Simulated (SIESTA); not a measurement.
Runs of SIESTA 5.4.2 on MnPt2. The structure is trigonal, space group P-3m1 (No. 164). The conventional cell has a = 2.858 Å, b = 2.858 Å, c = 6.533 Å, α = 90.00°, β = 90.00°, γ = 120.00°. Pt (site symmetry 3m) is surrounded by 3 Mn at 2.64 Å and 9 Pt at 2.86 to 2.91 Å. Around Mn (site symmetry -3m) lie 6 Pt at 2.64 Å and 6 Mn at 2.86 Å. The cell comes from a database or a generator and needn't be the stable form of this composition.

```tsv
task	level	potentials or basis	cell	k mesh	gap on the mesh (eV)	pressure (GPa)	moment (μB)	V0 of scaled cells (Å³/atom)	B0 (GPa)	largest force (eV/Å)
single point	PBE	PseudoDojo 0.4 standard (PBE files), DZP (energy shift 0.003 Ry; two zetas on semicore shells)	as given	11 × 11 × 4	none	0.5	4.63	-	-	0.13
equation of state	PBEsol	PseudoDojo 0.4 standard (PBEsol files), DZP (energy shift 0.003 Ry; two zetas on semicore shells)	as given	8 × 8 × 3	-	-	-	14.71	209	-
band structure	PBE	PseudoDojo 0.4 standard (PBE files), DZP (energy shift 0.003 Ry; two zetas on semicore shells)	as given	11 × 11 × 4	none	0.5	4.63	-	-	0.13
equation of state	PBE	PseudoDojo 0.4 standard (PBE files), DZP (energy shift 0.003 Ry; two zetas on semicore shells)	as given	11 × 11 × 4	-	-	-	(a)	192	-
single point	PBE	PseudoDojo 0.4 standard (PBE files), DZP (energy shift 0.003 Ry; two zetas on semicore shells)	atoms moved at random, drawn with an rms of 0.05 Å	11 × 11 × 4	none	0.7	4.64	-	-	0.48
```

Alike in all rows: spin collinear, ferromagnetic start; smearing fermi-dirac 0.05 eV; grid cutoff 800 Ry; energy shift 0.003 Ry.

Q: Fill in the values left out.

A: (a) 15.44.

Caveats: short orbitals over semicore shells can move pressures by several GPa; the basis of atomic orbitals isn't converged, which shifts pressures, moduli and gaps; the cell was scaled at fixed shape and fractional positions, which overstates the stiffness of a crystal with free parameters, most of all of layers and chains (some runs); spin-orbit coupling is left out, which moves the levels of the heavy elements (some runs).

A k mesh can miss the band edges, and the runs leave out spin-orbit coupling on Pt.

A gap of «none» marks a metal or a gap under the smearing width.
